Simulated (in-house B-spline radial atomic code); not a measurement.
# Nd⁹⁺: ionisation energy by several methods

Aim: the ionisation energy of Nd⁹⁺ by several methods, each as the difference of two self-consistent energies (Nd⁹⁺ and the next ion, [Kr] 4d10 4f2 5s2).

The numbers are computed with in-house B-spline radial atomic code version 1 (Dirac-Coulomb, several functionals; spherical all-electron atom at the radial basis limit), except any that are marked as measured or tabulated.

## Step 1: The system

- element: neodymium (Z = 60)
- charge: +9
- electrons: 51
- configuration: [Kr] 4d10 4f2 5s2 5p1
- nucleus: Fermi, rms radius 4.912 fm

Outer shells as boxes (Hund's rule):

[Kr] 4d10 4f2 5s2 5p1
```
[Kr] core
4d [↑↓][↑↓][↑↓][↑↓][↑↓]
4f [↑ ][↑ ][  ][  ][  ][  ][  ]
5s [↑↓]
5p [↑ ][  ][  ]
```

The boxes only draw the filling; these runs are spin-restricted and spherical.

## Step 2: BP86, a GGA

The run's settings:

```ini
Z = 60
electrons = 51.0
configuration = [Kr] 4d10 4f2 5s2 5p1
hamiltonian = dirac
method = b88,p86
spin_polarised = False
nucleus = fermi
rms_radius = 4.9123
mass_number = 142
atomic_mass = 141.907728824
speed_of_light = 137.035999084
```

## Step 3: PW91, a GGA

The settings differ from step 2 so:

```diff
@@ -4,3 +4,3 @@
 hamiltonian = dirac
-method = b88,p86
+method = pw91,pw91
 spin_polarised = False
```

## Step 4: OLYP, a GGA

The settings differ from step 3 so:

```diff
@@ -4,3 +4,3 @@
 hamiltonian = dirac
-method = pw91,pw91
+method = optx,lyp
 spin_polarised = False
```

## Step 5: RPBE, a GGA

The settings differ from step 4 so:

```diff
@@ -4,3 +4,3 @@
 hamiltonian = dirac
-method = optx,lyp
+method = rpbe,pbe
 spin_polarised = False
```

## Step 6: PBE, a GGA

The settings differ from step 5 so:

```diff
@@ -4,3 +4,3 @@
 hamiltonian = dirac
-method = rpbe,pbe
+method = pbe,pbe
 spin_polarised = False
```

## Step 7: PBEsol, a GGA

The settings differ from step 6 so:

```diff
@@ -4,3 +4,3 @@
 hamiltonian = dirac
-method = pbe,pbe
+method = pbesol
 spin_polarised = False
```

Before running: The tabulated ionisation energy is 152 ± 8 eV (tabulated theoretical; NIST Atomic Spectra Database). What does each method give, and which comes nearest?

As calculated:

| method | rung | total energy (hartree) | ΔSCF (eV) | with Breit, QED, recoil (eV) | −ε highest (eV) | corrected ΔSCF less tabulated (eV) |
| --- | --- | --- | --- | --- | --- | --- |
| BP86 | GGA | -9609.8203 | 143.45 | 143.36 | 133.71 (4f7/2) | -8.64 |
| PW91 | GGA | -9609.5588 | 143.44 | 143.35 | 133.71 (4f7/2) | -8.65 |
| OLYP | GGA | -9611.9313 | 142.98 | 142.88 | 133.59 (5p3/2) | -9.12 |
| RPBE | GGA | -9608.8140 | 142.99 | 142.90 | 133.47 (4f7/2) | -9.10 |
| PBE | GGA | -9608.4013 | 143.26 | 143.16 | 133.56 (4f7/2) | -8.84 |
| PBEsol | GGA | -9604.8662 | 143.32 | 143.23 | 133.64 (4f7/2) | -8.77 |

**Reading.** The tabulated ionisation energy is 152 ± 8 eV (tabulated theoretical; NIST Atomic Spectra Database). BP86 comes nearest (-8.64 eV) and OLYP is farthest (-9.12 eV, 6.0 %). All methods miss on the same side by much the same amount, which points to something that they share. PBE is off by -8.84 eV. Open shells are averaged (over orientations, and over spins where the run is restricted), while tables refer to the lowest levels. ΔSCF removes a 5p electron, which is not the highest level in every run, so the two columns can refer to different electrons.

Members of this set that are not shown: 8 used exact exchange with fractional occupations of an open shell, which is unsound here.
